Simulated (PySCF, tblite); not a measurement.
# C4BBrF4: geometry, infrared bands and NMR shifts

Aim: predict the infrared bands and NMR shifts of C4BBrF4 (`FB(F)C#C/C(F)=C(/F)Br`).

The runs use tblite 0.8.0 and PySCF 2.14.0, with density-fitted response routines of our own; the level of theory stands in each step. All values are computed, except where a source is named. Atoms are numbered from 0 throughout.

## (1) The starting structure

10 atoms, charge 0, multiplicity 1; geometry from: force field or distance geometry start.

Bonds of the start (Å): F0–B1 1.46, B1–F2 1.44, B1–C3 1.53, C3–C4 1.20, C4–C5 1.44, C5–F6 1.35, C5–C7 1.33, C7–F8 1.35, C7–Br9 1.91.

## (2) Geometry optimisation with GFN2-xTB

The job: settings as JSON, then the geometry in Å.

```
{"job": {"kind": "relax", "xc": "GFN2-xTB", "basis": "xTB"}, "charge": 0, "multiplicity": 1}
F      1.529700    -3.365400     0.758700
B      1.470900    -2.288300    -0.219400
F      2.227100    -2.408300    -1.440200
C      0.584400    -1.062700     0.031400
C     -0.115800    -0.109800     0.241600
C     -0.955600     1.040100     0.464000
F     -1.624200     1.129200     1.636200
C     -1.069700     2.019000    -0.433200
F     -1.871700     3.071700    -0.166900
Br    -0.166200     1.979000    -2.118900
```

The run is started by

```
$ OMP_NUM_THREADS=1 python probes_run.py task.json out
```

The driver reads the jobs from task.json and runs them one after another.

**Question.** This job is followed by: GFN2-xTB harmonic vibrations, gas phase; GIAO PBE0/pcSseg-1 NMR shielding, non-relativistic, gas phase. What will the session give for the following? strongest single infrared mode (GFN2-xTB); zero-point energy (GFN2-xTB); ¹³C shifts against TMS (PBE0/pcSseg-1); ¹⁹F shifts against CFCl3 (PBE0/pcSseg-1, means over atoms taken as alike); ¹¹B shifts against BF3·OEt2 (PBE0/pcSseg-1); ⁷⁹Br shifts against HBr (PBE0/pcSseg-1).

The runs gave:

| quantity | value |
| --- | --- |
| strongest single infrared mode (GFN2-xTB) | 1327 cm⁻¹, 634 km/mol |
| zero-point energy (GFN2-xTB) | 21.8 kcal/mol |
| ¹³C shifts against TMS (PBE0/pcSseg-1) | 171.6, 139.0, 107.4, 99.1 ppm |
| ¹⁹F shifts against CFCl3 (PBE0/pcSseg-1, means over atoms taken as alike) | -63.6, -73.9, -137.9 ppm |
| ¹¹B shifts against BF3·OEt2 (PBE0/pcSseg-1) | 16.1 ppm |
| ⁷⁹Br shifts against HBr (PBE0/pcSseg-1) | 688 ppm |

In words: Over 27 steps the energy fell by 0.731 eV; of the close pairs, F0–B1 changed most, 1.456 to 1.312 Å. No mode is imaginary among the 24: a minimum at this level. The strongest single mode, at 1327 cm⁻¹, is carried by B1, C5, C3, C4. Unscaled tight-binding wavenumbers are off by several per cent, some by more. Its intensities can rank the bands wrongly. C7 stands next to heavy halogen, whose spin-orbit shielding this run leaves out, so the computed shift lies too far downfield, most of all for carbon beside Br or I. At PBE0/pcSseg-1: The largest span, 1356 ppm, is at Br9, where the paramagnetic term is -1189 ppm. Spin-orbit coupling is left out, which matters for shieldings and couplings at and beside the heavy atoms.
